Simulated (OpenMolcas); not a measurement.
**Au³⁺ among point charges: CASSCF and CASPT2 levels and susceptibility**

How does a field of 6 point charges split the states of Au³⁺, and what χT follows?

Method: state-averaged CASSCF and CASPT2, spin-orbit coupling by RASSI with atomic mean-field integrals. Code: OpenMolcas 26.06.

### 1 The system

| Item | Value |
| --- | --- |
| Species | Au³⁺ (gold, Z = 79, 76 electrons) |
| Basis | ANO-RCC-VTZP [8s7p5d3f1g], 84 functions |
| Scalar Hamiltonian | DKH2, point nucleus |
| Inactive shells | 1s 2s 2p 3s 3p 3d 4s 4p 4d 4f 5s 5p |
| Active space | 8 electrons in 5 orbitals (5d) |
| Some configurations of this space | 5d8 |
| Orbitals | optimised for each spin and parity, averaged over all roots |

Outer shells as boxes (Hund's rule):

5d8
```
5d [↑↓][↑↓][↑↓][↑ ][↑ ]
```

The ion sits among 6 point charges of -1.7 e arranged as an octahedron (Oh), 2.06 Å from the ion.

Each step is its own input file, run in one work folder so that later steps find the files of earlier ones. Labels, J, g values, rates, χT and fits are worked out afterwards by a script from the matrices that RASSI stores. The input lists half of the charges; inversion (Group=XYZ) makes the rest.

### 2 One- and two-electron integrals

a.inp reads:

```
&GATEWAY
Coord
1

Au 0.0 0.0 0.0
Basis=ANO-RCC-VTZP
Group=XYZ
NoMove
AngMom=0.0 0.0 0.0
AMFI
XField
3 Angstrom 0
2.060000 0.000000 0.000000 -1.700000
0.000000 2.060000 0.000000 -1.700000
0.000000 0.000000 2.060000 -1.700000
&SEWARD
```

The run is started by

```sh
> OMP_NUM_THREADS=1 MOLCAS_MEM=1689 MOLCAS_PROJECT=a pymolcas a.inp > a.log
```

### 3 CASSCF: triplets of even parity, 10 roots

a.inp reads:

```
&RASSCF
FileOrb=start.orb
Symmetry=1
Spin=3
nActEl=8 0 0
Inactive=15 19
Ras2=5 0
CIRoot=10 10 1
SDav=10
CIMx=300
Iter=120 100
PrWF=0.3
OrbListing=Nothing
MaxOrb=0
>>> COPY $Project.JobIph JOB001
```

start.orb holds the contracted functions of the basis, ordered by shell, or the orbitals of the step before.

### 4 CASSCF: singlets of even parity, 15 roots

a.inp reads:

```
&RASSCF
FileOrb=start.orb
Symmetry=1
Spin=1
nActEl=8 0 0
Inactive=15 19
Ras2=5 0
CIRoot=15 15 1
SDav=15
CIMx=300
Iter=120 100
PrWF=0.3
OrbListing=Nothing
MaxOrb=0
>>> COPY $Project.JobIph JOB002
```

### 5 RASSI: spin-orbit coupling between the states

a.inp reads:

```
&RASSI
NrOfJobIphs=2 10 15
1 2 3 4 5 6 7 8 9 10
1 2 3 4 5 6 7 8 9 10 11 12 13 14 15
IphNames
JOB001
JOB002
EJob
SpinOrbit
DIPRint=1.0
SOCoupling=1000.0
Subsets=2
Property=9
'ANGMOM' 1 'ANGMOM' 2 'ANGMOM' 3 'MLTPL  1' 1 'MLTPL  1' 2 'MLTPL  1' 3
'AMFI' 1 'AMFI' 2 'AMFI' 3
SOProperty=3
'ANGMOM' 1 'ANGMOM' 2 'ANGMOM' 3
```

### 6 CASPT2: IPEA 0.25, imaginary shift 0.1 (closed shells correlated: 5s 5p)

a.inp reads:

```
>>> COPY JOB001 $Project.JobIph
&CASPT2
Multistate=10 1 2 3 4 5 6 7 8 9 10
NoMult
Frozen=14 16
IPEA=0.25
Imaginary=0.1
MaxIter=60
WThr=0.0 0.3 0.05
PrWF=0.5
NoMix
>>> COPY JOB002 $Project.JobIph
&CASPT2
Multistate=15 1 2 3 4 5 6 7 8 9 10 11 12 13 14 15
NoMult
Frozen=14 16
IPEA=0.25
Imaginary=0.1
MaxIter=60
WThr=0.0 0.3 0.05
PrWF=0.5
NoMix
```

(Steps that only read results are left out.)

Q: Predict the outcome of this session. Wanted: spin-free ground state; first state of the same spin within the active space; lowest level; next level.

The runs gave:

| quantity | value |
| --- | --- |
| method | SS-CASPT2, IPEA 0.25, imaginary shift 0.1 (closed shells correlated: 5s 5p) |
| spin-free ground state | 3A2, 1-fold in its orbital part |
| first state of the same spin within the active space | 3T2 at 6480 cm⁻¹ |
| lowest level | 3-fold T2 |
| next level | 4256.3 cm⁻¹ |
| χT at 300 K | 2.54 cm³ K/mol |
| effective moment at 300 K | 4.51 μB |

Cost by method:

```tsv
method	time of its own steps	time with the reference
A. CASSCF	6.3 s	6.3 s
B. SS-CASPT2, IPEA 0.25, imaginary shift 0.1, +5s 5p	4.8 s	11 s
```

Times are of one thread on a shared host.

**Reading.** The spin-free ground state (3A2) comes to 100 % from free-ion F terms and keeps the highest spin of the shell. χT at 300 K is 2.54, against 1.00 cm³ K/mol for the spin alone, so orbital moment adds to it. A ligand-field fit to the states below 45000 cm-1 gives 10Dq = 6698 cm-1, B = 702 cm-1 and C = 3516 cm-1 (C/B = 5.01), with a deviation of 379 cm-1. CASPT2 does not keep the components of a term degenerate, and the means are used. The field of point charges can differ much from that of real complexes. This is an electrostatic model: the charges have no orbitals.
